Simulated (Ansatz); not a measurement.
# Na: the cost of one run

Method: DFT PBE, scalar-relativistic, plane waves, PAW, in Ansatz 0.2.0.

1 further run of the same task is left out (set aside as unsound or not needed).

## (1) The starting structure

It takes space group Im-3m (No. 229, cubic). Conventional cell: a = 4.190 Å, b = 4.190 Å, c = 4.190 Å, α = 90.00°, β = 90.00°, γ = 90.00°. Na (site symmetry m-3m) is surrounded by 8 Na at 3.63 Å.

Coordinates:

```
Na
1.0
    -2.09491    2.09491    2.09491
     2.09491   -2.09491    2.09491
     2.09491    2.09491   -2.09491
Na
1
Direct
  0.00000 0.00000 0.00000
```

This cell was relaxed beforehand with the same method: volume 36.78 Å³/atom, gap on the mesh none (metal).

## (2) Building the cluster of 4 host atoms, cut as a sphere about point 0.28 0.35 0.15, shaken

The cluster is cut from the relaxed crystal and set in a periodic box with vacuum round it. Its excess energy counts from the bulk, -1486.4157 eV an atom.

The cell holds 4 Na: a = 10.600 Å, b = 13.000 Å, c = 13.300 Å, α = 90.00°, β = 90.00°, γ = 90.00°.

## (3) The relaxation run

The input, input.yaml:

```yaml
crystal:
  lattice:
    - [10.6, 0.0, 0.0]
    - [0.0, 13.0, 0.0]
    - [0.0, 0.0, 13.3]
  atoms:
    - { symbol: Na, position: [0.4038603879, 0.3305819562, 0.5049874454], spin: 0.4 }
    - { symbol: Na, position: [0.4017577408, 0.6577739008, 0.4937549956], spin: 0.4 }
    - { symbol: Na, position: [0.5966252423, 0.4971793979, 0.3494924732], spin: 0.4 }
    - { symbol: Na, position: [0.6028744557, 0.4926917777, 0.653821555], spin: 0.4 }
basis:
  ecutwfc: 420
kpoints:
  mp_grid: { grid: [1, 1, 1] }
hamiltonian:
  xc: pbe
scf:
  occupations: { method: gaussian, width: 0.05 }
output:
  forces: true
  eigenvalues: true
  populations: true
  write_density: true
  write_potential: true
  elf: true
  volumetric_format: npy
magnetization:
  spin_polarized: true
relax:
  adjacent_minimum: "off"
  f_tol: 0.03
  max_steps: 40
```

Launch:

```bash
> ansatz run input.yaml --threads 4 --pin off --max-ram 12288MiB --backend cpu --events-out ev --progress --plain --runs-dir out
```

Q: Estimate wall time and peak memory on 4 threads of Intel Xeon 6975P-C (Granite Rapids), shared host.

About 14 s, with a peak of 1.3 GiB.
